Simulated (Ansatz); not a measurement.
**BF₃: one structure at several levels**

The task here is to estimate one member of a computed series from the others.

The runs use Ansatz 0.2.0, Gaussian basis; single points in def2-TZVPP.

Cores are frozen in the correlated methods. B3LYP uses VWN-RPA correlation.

### The starting structure

4 atoms, charge 0, spin multiplicity 1.

Atoms are counted from 1 here; the program's logs count them from 0.

Bond lengths: F1–B2 1.273 Å, B2–F3 1.274 Å, B2–F4 1.344 Å. Angles: F1–B2–F3 121.3°, F1–B2–F4 119.4°, F3–B2–F4 119.1°.

As a file:

```xyz
4

F     0.5156    0.1943    1.1534
B     0.0375   -0.0378   -0.0030
F    -0.2262   -1.2252   -0.3836
F    -0.2826    0.9923   -0.8042
```

Set-up of the first run:

run/in.yaml reads:

```yaml
crystal:
  periodic: [false, false, false]
  atoms:
    - {symbol: F, position_ang: [0.515600, 0.194300, 1.153400]}
    - {symbol: B, position_ang: [0.037500, -0.037800, -0.003000]}
    - {symbol: F, position_ang: [-0.226200, -1.225200, -0.383600]}
    - {symbol: F, position_ang: [-0.282600, 0.992300, -0.804200]}
basis:
  gaussian: {orbitals: def2-TZVPP}
correlation: {method: ccsd_t}
output: {forces: true}
```

No record of the launch command was kept for these runs.

Steps of the session up to this table: CCSD(T)/def2-TZVPP; PBE0-D4/def2-TZVPP; wB97M-V/def2-TZVPP; r2SCAN-D4/def2-TZVPP; PBE-D4/def2-TZVPP; BLYP-D4/def2-TZVPP; B3LYP-D4/def2-TZVPP.

One of the session's tables, all rows but one given; the rest of the session is left out.

| method | RMS force component (eV/Å) | angle to CCSD(T) forces (°) | dipole (D) |
| --- | --- | --- | --- |
| CCSD(T) | 1.295 | reference | 0.40 |
| PBE0-D4 | 1.221 | 3.5 | 0.39 |
| wB97M-V | 1.289 | 2.0 | 0.40 |
| r2SCAN-D4 | 1.259 | 0.3 | 0.39 |
| PBE-D4 | 1.421 | 10.7 | 0.38 |
| BLYP-D4 | ? | ? | ? |
| B3LYP-D4 | 1.270 | 1.8 | 0.39 |

Estimate the missing values for BLYP-D4.

As computed: RMS force component (eV/Å): 1.476; angle to CCSD(T) forces (°): 13.7; dipole (D): 0.38. In the column «RMS force component (eV/Å)» it is the highest.
